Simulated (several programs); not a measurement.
# AlBSb2 (ordering on zincblende) from semi-empirical methods to plane-wave DFT

An ordered 8-atom cell of AlBSb2 on the zincblende lattice (I-42d), relaxed with r2SCAN in Ansatz, was computed with several methods. Space group I-42d (No. 122), tetragonal; a = 5.783 Å, c = 11.158 Å in the conventional setting, 23.32 Å³ an atom. B has 4 Sb at 2.32 Å; Sb has 2 B at 2.32 Å and 2 Al at 2.66 Å; Al has 4 Sb at 2.66 Å. Values at 0 K without nuclear motion; spin polarisation is off, and the phase may be a hypothetical one.

```cif
data_structure
_symmetry_space_group_name_H-M 'I-42d'
_symmetry_Int_Tables_number 122
_cell_length_a 5.7827
_cell_length_b 5.7827
_cell_length_c 11.1575
_cell_angle_alpha 90.000
_cell_angle_beta 90.000
_cell_angle_gamma 90.000
_cell_volume 373.11
loop_
_atom_site_label
_atom_site_type_symbol
_atom_site_symmetry_multiplicity
_atom_site_Wyckoff_symbol
_atom_site_fract_x
_atom_site_fract_y
_atom_site_fract_z
_atom_site_occupancy
B1 B 4 a 0.00000 0.00000 0.00000 1
Sb1 Sb 8 d 0.19942 0.25000 0.12500 1
Al1 Al 4 b 0.50000 0.50000 0.00000 1
```

Gaps and times are for a single point on this cell; volume and bulk modulus come from each method's own relaxation or energy curve at fixed shape, which is too stiff where a cell has free coordinates or axes. Times are rough, from shared hosts (Arm Neoverse V1; Arm Neoverse V2), and each method has its own mesh and cell size. A dagger marks a closed or tiny gap in a crystal that DFT finds insulating: a failure of the method or a wrong SCF state. A double dagger marks a value from a curve with shape and coordinates held. A star marks a curve whose lowest point is an end point. PM6 (MOPAC), PM7 (MOPAC), GFN1-xTB (tblite) treat a cluster of cells at its zone centre, which samples few k points: where these miss a band edge, the gap comes out too large for that reason alone. Gaps from k meshes are read at a limited set of points (mesh, symmetry points, PBE's band edges), so each method's own least gap may be somewhat smaller. xTB and the PM methods were fitted mostly to molecules, and can miss a solid's gap by electronvolts. Minimal bases can be far off for gaps. Times of the plane-wave rungs are withheld (a dash), since they come from other jobs, hosts and meshes; the meshes of hybrids and Hartree-Fock don't converge their gaps to the digits shown. GLLB-SC's gap includes the derivative discontinuity. d marks a direct gap, i an indirect one (no mark: not told apart), a dash a value that wasn't computed or didn't pass its checks.

```csv
method,kind,gap (eV),own volume (Å³/atom),bulk modulus (GPa),atoms computed,processor time
"light PBE (260 eV, its own mesh)",light plane-wave,0.60 i,–,–,8,3.5 s
GFN1-xTB (tblite),tight binding,0.00†,20.66*‡,–,cluster,3.8 s
PM6 (MOPAC),semi-empirical,5.28,–,–,cluster,13 s
PBE/SZV (CP2K),small basis,2.28 i,24.06‡,73‡,8,16 s
PM7 (MOPAC),semi-empirical,3.41,–,–,cluster,22 s
PBE,semilocal,0.65 i,23.69,68‡,8,–
PBE/DZVP (CP2K),small basis,0.65 i,23.92‡,67‡,8,38 s
r2SCAN,semilocal,0.85 i,23.32,74‡,8,–
GLLB-SC (GPAW),model potential,1.11,–,–,8,120 s
PBE+SOC,semilocal,0.48 i,–,–,8,–
HSE06,hybrid,1.14 i,–,–,8,–
PBE0,hybrid,1.77 i,–,–,8,–
```

Against HSE06 (1.14 eV) and with closed or daggered gaps left aside, the nearest gap at the points sampled is that of GLLB-SC (GPAW) (-0.03 eV) and the farthest that of PM6 (MOPAC) (+4.14 eV). HSE06 is only a yardstick of convenience, and nearness to it can be luck.

Volumes against r2SCAN's: PBE +1.6 %.

Runs without a result: GFN2-xTB (tblite) (single point).

Only the rows marked +SOC include spin-orbit coupling.
